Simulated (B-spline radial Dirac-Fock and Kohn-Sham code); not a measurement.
# Nb⁸⁺: core levels and X-ray properties

What does theory give for the Nb⁸⁺ ion? The session works out its X-ray form factor and Compton profile and the binding energy of each subshell.

The numbers are computed with B-spline radial Dirac-Fock and Kohn-Sham code (version 2): a free atom or ion on a radial basis; each step names its model.

### 1 The atom as given

The Nb⁸⁺ ion, configuration [Ar] 3d10 4s2 4p3.

- nuclear charge: 41
- electrons: 33
- mass number: 93
- nuclear rms radius: 4.324 fm

### 2 X-ray scattering functions

Model: Dirac-Fock average of configuration, finite nucleus; form factor of the spherical density, Waller-Hartree incoherent function, impulse-approximation Compton profiles.

Recorded inputs:

```ini
task = scatter
Z = 41
charge = 8
configuration = 1s2 2s2 2p6 3s2 3p6 3d10 4s2 4p3
mass_number = 93
rms_radius = 4.324  # fm
s = [0.0, 0.05, 0.1, 0.15, 0.2, 0.25, 0.3, 0.35, 0.4, 0.45, 0.5, 0.6, 0.7, 0.8, 0.9, 1.0, 1.1, 1.2, 1.4, 1.6, 1.8, 2.0, 2.5, 3.0, 3.5, 4.0, 5.0, 6.0]  # 1/A
pz = [0, 0.1, 0.2, 0.3, 0.4, 0.5, 0.6, 0.8, 1.0, 1.2, 1.4, 1.6, 1.8, 2.0, 2.5, 3.0, 4.0, 5.0, 7.0, 10.0, 15.0, 20.0, 30.0, 40.0, 60.0, 100.0]  # a.u.
photon_energy = [5000, 8047.8, 10000, 17479.3, 20000, 30000, 50000, 100000]  # eV
```

Main fields of the result record, rounded:

```text
{
  "status": "converged",
  "form_factor [e]": [33.0, 32.793, 32.192, 31.251, 30.047, 28.67, 27.207, 25.729, 24.29, 22.923, 21.641, 19.334, 17.309, 15.491, 13.842, 12.356, 11.042, 9.9076, 8.1604, 6.9946, 6.226, 5.6882, 4.7122, 3.8468, 3.0714, 2.4522, 1.6883, 1.3303],
  "incoherent": [6.0605e-12, 0.22926, 0.87838, 1.8459, 3.0032, 4.2318, 5.4474, 6.6045, 7.688, 8.7001, 9.6499, 11.401, 12.998, 14.469, 15.828, 17.084, 18.242, 19.309, 21.188, 22.75, 24.038, 25.104, 27.105, 28.506, 29.506, 30.215, 31.088, 31.598],
  "compton_total [1/a.u.]": [3.8581, 3.8507, 3.8288, 3.7925, 3.7427, 3.6801, 3.6058, 3.4285, 3.2246, 3.0102, 2.8002, 2.6062, 2.435, 2.2885, 2.0121, 1.8069, 1.4374, 1.0979, 0.63438, 0.3234, 0.1358, 0.066349, 0.02142, 0.0086787, 0.0019462, 0.00020694],
  "shells": ["1s1/2", "2s1/2", "2p1/2", "2p3/2", "3s1/2", "3p1/2", "3p3/2", "3d3/2", "3d5/2", "4s1/2", "4p1/2", "4p3/2"],
  "occupation": [2.0, 2.0, 2.0, 4.0, 2.0, 2.0, 4.0, 4.0, 6.0, 2.0, 1.0, 2.0],
  "mean_momentum [a.u.]": [36.363, 12.66, 17.01, 16.461, 5.8186, 6.9164, 6.7578, 7.8846, 7.8237, 2.6259, 2.9207, 2.8784],
  "r2 [bohr^2]": 11.312,
  "r_inverse [1/bohr]": 219.98,
  "r1 [bohr]": 14.645,
  "coherent [b]": [527.43, 389.6, 323.56, 171.36, 143.17, 81.519, 37.204, 11.348],
  "incoherent_cross_section [b]": [3.0008, 5.0788, 6.2033, 9.4655, 10.271, 12.449, 14.242, 14.478],
  "radial_jk": {
    "4p": {"j0": [1.0, 0.9727, 0.89463, 0.77649, 0.63347, 0.48225, 0.33799, 0.21224, 0.11185, 0.039068, -0.0075619, -0.039401, -0.023904, 0.0048461, 0.028066, 0.039813, 0.04125, 0.036025, 0.018995, 0.005363, -0.0011969, -0.0024473, 0.002576, 0.0062581, 0.0064569, 0.0050502, 0.0020446, 0.00047582], "j2": [0.0, 0.010865, 0.041276, 0.085249, 0.13452, 0.18048, 0.21599, 0.2366, 0.24084, 0.22999, 0.2072, 0.14226, 0.076254, 0.027263, -0.0002238, -0.0099986, -0.0085861, -0.0019161, 0.012565, 0.01951, 0.019084, 0.014899, 0.003772, -0.00053479, -0.0004175, 0.0009048, 0.0026337, 0.002695], "r2": 1.4998, "r4": 3.2723, "r6": 9.6957}
  }
}
```

The scattering functions against s = sin θ / λ:

| s (1/Å) | f (e) | f / N | S(s) |
| --- | --- | --- | --- |
| 0 | 33.00 | 1.000 | 0 |
| 0.100 | 32.19 | 0.976 | 0.8784 |
| 0.200 | 30.05 | 0.911 | 3.003 |
| 0.300 | 27.21 | 0.824 | 5.447 |
| 0.400 | 24.29 | 0.736 | 7.688 |
| 0.500 | 21.64 | 0.656 | 9.650 |
| 0.700 | 17.31 | 0.525 | 13.00 |
| 0.900 | 13.84 | 0.419 | 15.83 |
| 1.10 | 11.04 | 0.335 | 18.24 |
| 1.40 | 8.160 | 0.247 | 21.19 |
| 1.80 | 6.226 | 0.189 | 24.04 |
| 2.50 | 4.712 | 0.143 | 27.10 |
| 3.50 | 3.071 | 0.093 | 29.51 |
| 5.00 | 1.688 | 0.051 | 31.09 |

### 3 Hole states by ΔSCF

Model: Dirac-Fock average of configuration, Delta-SCF, finite nucleus, first-order Breit with its frequency dependence, self-energy and vacuum polarisation.

The run's settings:

```ini
task = binding
```

Main fields of the result record, rounded:

```text
{
  "status": "converged",
  "shells": ["K", "L1", "L2", "L3", "M1", "M2", "M3", "M4", "M5", "N1", "N2,3"],
  "total_energy_parts [Ha]": [-3800.2843, 2.47141724, -0.243266336, -0.0147532361, 1.66433146, -0.184478982],
  "koopmans [eV]": [19236.8, 2879.96, 2645.09, 2548.63, 621.484, 531.206, 514.886, 357.163, 354.15, 186.359, 157.949],
  "dirac_coulomb [eV]": [19186.1, 2856.92, "-", 2523.46, 616.143, "-", 509.475, 350.985, 348.074, 185.887, 157.537],
  "gaunt [eV]": [-36.2458, -2.95151, "-", -3.86439, -0.375921, "-", -0.474768, -0.151708, -0.03916, -0.0696478, -0.0932429],
  "retardation [eV]": [2.48832, 0.158154, "-", 0.596902, 0.0166261, "-", 0.083987, 0.00786461, 0.00780213, 0.00491884, 0.0161759],
  "breit_frequency [eV]": [0.175868, -0.0200619, "-", 0.0771184, -0.00437233, "-", 0.0117737, -0.00217716, -0.00112443, -0.000874548, 0.00118735],
  "self_energy [eV]": [-18.8302, -2.15246, "-", 0.0110975, -0.387411, "-", 0.00997003, 0.0424483, 0.0329589, -0.0704944, 0.00640112],
  "vacuum_polarisation [eV]": [2.14496, 0.227603, "-", -0.0159211, 0.0397616, "-", -0.0038875, -0.00341983, -0.00337544, 0.00725005, -0.00091134],
  "binding [eV]": [19135.8, 2852.18, "-", 2520.27, 615.432, "-", 509.102, 350.878, 348.071, 185.758, 157.466],
  "mean_radius [bohr]": [0.0360814, 0.157318, 0.13465, 0.139071, 0.438857, 0.43561, 0.445399, 0.426311, 0.429644, 1.07859, 1.1602]
}
```

total_energy_parts: Dirac-Coulomb, Gaunt, retardation, frequency dependence, self-energy, vacuum polarisation. Blank entries are hole states that did not converge, or in which two open shells of one symmetry are about equally filled, where the average of configuration falls too low.

The binding energies by parts, in eV; the parts add up.

| level | -ε | relaxation | Breit | QED | binding |
| --- | --- | --- | --- | --- | --- |
| K | 19236.8 | -50.68 | -33.58 | -16.69 | 19135.8 |
| L1 | 2880.0 | -23.04 | -2.81 | -1.92 | 2852.2 |
| L3 | 2548.6 | -25.17 | -3.19 | 0.00 | 2520.3 |
| M1 | 621.5 | -5.34 | -0.36 | -0.35 | 615.4 |
| M3 | 514.9 | -5.41 | -0.38 | 0.01 | 509.1 |
| M4 | 357.2 | -6.18 | -0.15 | 0.04 | 350.9 |
| M5 | 354.1 | -6.08 | -0.03 | 0.03 | 348.1 |
| N1 | 186.4 | -0.47 | -0.07 | -0.06 | 185.8 |
| N2,3 | 157.9 | -0.41 | -0.08 | 0.01 | 157.5 |

X-ray lines as differences of these levels:

| line | energy (eV) |
| --- | --- |
| Kβ1 (K-M3) | 18626.7 |
| Kα1 (K-L3) | 16615.6 |
| Lβ3 (L1-M3) | 2343.1 |
| Lβ6 (L3-N1) | 2334.5 |
| Lα1 (L3-M5) | 2172.2 |
| Lα2 (L3-M4) | 2169.4 |
| Lℓ (L3-M1) | 1904.8 |

### 4 Results

```
                                quantity         value
        rms radius of the electron cloud    0.585 bohr
                   form factor halves at      0.74 1/Å
                 Compton profile at zero  3.858 1/a.u.
            deepest level listed, K (1s)    19135.8 eV
                  least bound, N2,3 (4p)      157.5 eV
                                     Kα1    16615.6 eV
ionisation energy, NIST (semi-empirical)    159.200 eV
```

The form factor starts at the 33 electrons and halves by s = 0.74 1/Å. Incoherent scattering outweighs coherent from 100 keV on, among the energies asked. For K (1s), relaxation takes off 50.7 eV, Breit terms shift it by -33.58 and QED by -16.69 eV. NIST's ionisation energy differs by +1.73 eV from the least binding energy; the calculation averages open shells over their j components and terms. The Hartree-Fock and Dirac-Fock values hold no electron correlation.
